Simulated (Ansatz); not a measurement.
A run of Ansatz 0.2.0 is set up as follows.

The input input.yaml:

```yaml
crystal:
  lattice:
    - [0.0, 3.235, 3.235]
    - [3.235, 0.0, 3.235]
    - [3.235, 3.235, 0.0]
  atoms:
    - { symbol: Bi, position: [0.0, 0.0, 0.0] }
    - { symbol: Te, position: [0.5, 0.5, 0.5] }
hamiltonian:
  xc: revpbe
  pseudopotentials: { kind: paw }
  dispersion: d4
kpoints:
  mp_grid: { grid: [7, 7, 7] }
scf:
  occupations: { method: fermi_dirac, width: 0.05 }
output:
  forces: true
  stress: true
  eigenvalues: true
  write_density: true
  write_potential: true
  elf: true
  volumetric_format: npy
relax:
  f_tol: 0.01
  max_steps: 40
  cell: { stress_tol: 0.05 }
```

Potentials or basis: Ansatz PAW.

Launch:

```sh
$ ansatz run input.yaml --threads 2 --pin off --max-ram 5632MiB --backend cpu --events-out ev --progress --plain --runs-dir out
```

Q: What does it give for the relaxed cell?

A: a = 4.523 Å, b = 4.523 Å, c = 4.523 Å, α = 60.00°, β = 60.00°, γ = 60.00°.

Q: Predict the band gap on the k mesh.

A: None (metal or under the smearing width).

Q: What does it give for the space group after relaxing (to 0.05 Å)?

A: Fm-3m (No. 225).

Q: What does it give for the relaxed volume?

A: 32.72 Å³/atom.

Final structure:
```xyz
2
Lattice="0.0000 3.1986 3.1986 3.1986 0.0000 3.1986 3.1986 3.1986 0.0000" Properties=species:S:1:pos:R:3 pbc="T T T"
Bi    0.0000    0.0000    0.0000
Te    3.1986    3.1986    3.1986
```

Caveat: spin-orbit coupling is left out, which moves the levels of the heavy elements; pairwise dispersion overbinds metals, which lowers pressure and volume; the PAW data sets come from PBE, with cores solved anew for the run's functional, which leaves a small shift of forces and pressure.
